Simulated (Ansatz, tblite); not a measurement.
ZnSe: GFN2-xTB, run from Python

These are simulated results from tblite 0.8.0, not measurements. The cell was built from a prototype and was relaxed with r2SCAN in plane waves (Ansatz 0.2.0). Not every such cell is a known phase. All runs are without spin polarisation.

Space group F-43m (No. 216), cubic; conventional cell a = 5.665 Å, 22.72 Å³ an atom. Around Zn lie 4 Se at 2.45 Å; around Se lie 4 Zn at 2.45 Å.

tblite solves periodic systems at the zone centre alone, so the script builds a cluster of 2×2×2 conventional cells (64 atoms), which folds in a coarse mesh of k points.

The script, run.py:

```python
import json
from ase import Atoms
from ase.build import make_supercell
from ase.units import Bohr, GPa, Hartree
from tblite.interface import Calculator

atoms = Atoms(['Zn', 'Se'],
              cell=[[0.0, 2.832421, 2.832421], [2.832421, 0.0, 2.832421], [2.832421, 2.832421, 0.0]],
              scaled_positions=[[-0.0, 0.0, 0.0], [0.25, 0.25, 0.25]],
              pbc=True)
cluster = make_supercell(atoms, [[-2, 2, 2], [-2, -2, 2], [2, -2, 2]])
calc = Calculator('GFN2-xTB', cluster.numbers, cluster.positions / Bohr, lattice=cluster.cell[:] / Bohr, periodic=cluster.pbc)
calc.set('temperature', 0.02 / Hartree)
calc.set('max-iter', 150)
res = calc.singlepoint()
levels = res.get('orbital-energies') * Hartree
nv = round(res.get('orbital-occupations').sum() / 2)
cells = len(cluster) // len(atoms)
out = {'energy_per_cell': res.get('energy') * Hartree / cells, 'homo': levels[nv - 1], 'lumo': levels[nv],
       'stress': (-res.get('virial') * Hartree / cluster.get_volume() / GPa).tolist(), 'charges': res.get('charges')[:len(atoms)].tolist(), 'electrons': 2 * nv / cells}
json.dump(out, open('results.json', 'w'))
for key, value in out.items():
    print(key, value)
```

Command: `python run.py`. It took 3.4 s on 1 thread of Arm Neoverse V2, with other jobs on the host, peak memory 0.12 GiB.

What it printed:

```
------------------------------------------------------------
  cycle        total energy    energy error   density error
------------------------------------------------------------
      1     -103.8436045823  -1.0409895E+02   4.3951660E-01
      2     -100.4394129262   3.4041917E+00   3.8310050E-01
      3     -118.6940690895  -1.8254656E+01   1.7786968E-01
      4     -120.2170415773  -1.5229725E+00   1.2251038E-01
      5     -122.9009252385  -2.6838837E+00   1.5289600E-02
      6     -122.8637873292   3.7137909E-02   2.0652667E-02
      7     -122.9449910540  -8.1203725E-02   6.4135266E-04
      8     -122.9441923890   7.9866499E-04   2.0142381E-03
      9     -122.9447041468  -5.1175781E-04   1.2323812E-03
     10     -122.9449949307  -2.9078394E-04   9.1737115E-05
     11     -122.9449950558  -1.2506005E-07   2.4673174E-05
     12     -122.9449950551   7.1193540E-10   1.4176129E-05
------------------------------------------------------------

 total:                                   2.898 sec
energy_per_cell -104.54699125649658
homo -10.20718123148124
lumo -5.9928288258841915
stress [[4.828263115760591, -2.4930683457349404e-07, 2.493068411967005e-07], [-2.4930683449894704e-07, 4.828263115760689, 2.4930684435681235e-07], [2.49306841086166e-07, 2.4930684430860607e-07, 4.828263115760514]]
charges [0.1838610683426085, -0.18386223058173295]
electrons 8.0
```

The cycle table is in hartree for the whole cluster, and the lines after it are in eV (the energy for one cell). The printed stress is in GPa and positive in compression, and the pressure is its mean diagonal.

GFN2-xTB gives a gap of 4.21 eV. On the same cell, plane-wave PBE (Ansatz, 8×8×8 k points and the special points) gives a gap of 1.29 eV and r2SCAN a gap of 1.87 eV; on shared hosts these took about 2.7 and 6.3 core-seconds on the 2-atom cell, against 3.4 for the script. Semilocal gaps usually lie below measured ones. xTB was fitted to molecules, so gaps, charges and pressures of solids can be far off, and the gap also depends on the size of the cluster.

The same script was run on cells scaled at fixed shape and fractional coordinates:

```csv
volume (Å³/atom),energy (meV/atom),"pressure (GPa, positive in compression)",gap (eV)
20.00,149.1,13.52,4.67
21.36,56.1,8.51,4.60
22.72,0.0,4.83,4.21
24.09,-28.8,2.08,3.17
25.45,-37.0,-0.01,2.37
```

A Birch-Murnaghan fit puts the minimum at 25.43 Å³/atom, 11.9 % above the given cell, with a bulk modulus of 33.7 GPa at fixed shape.

xTB was fitted mostly to molecules, and a small cluster samples few k points, so gaps, pressures and kinks along a curve can be far from a solid's.

The runs are scalar-relativistic, without spin-orbit coupling.
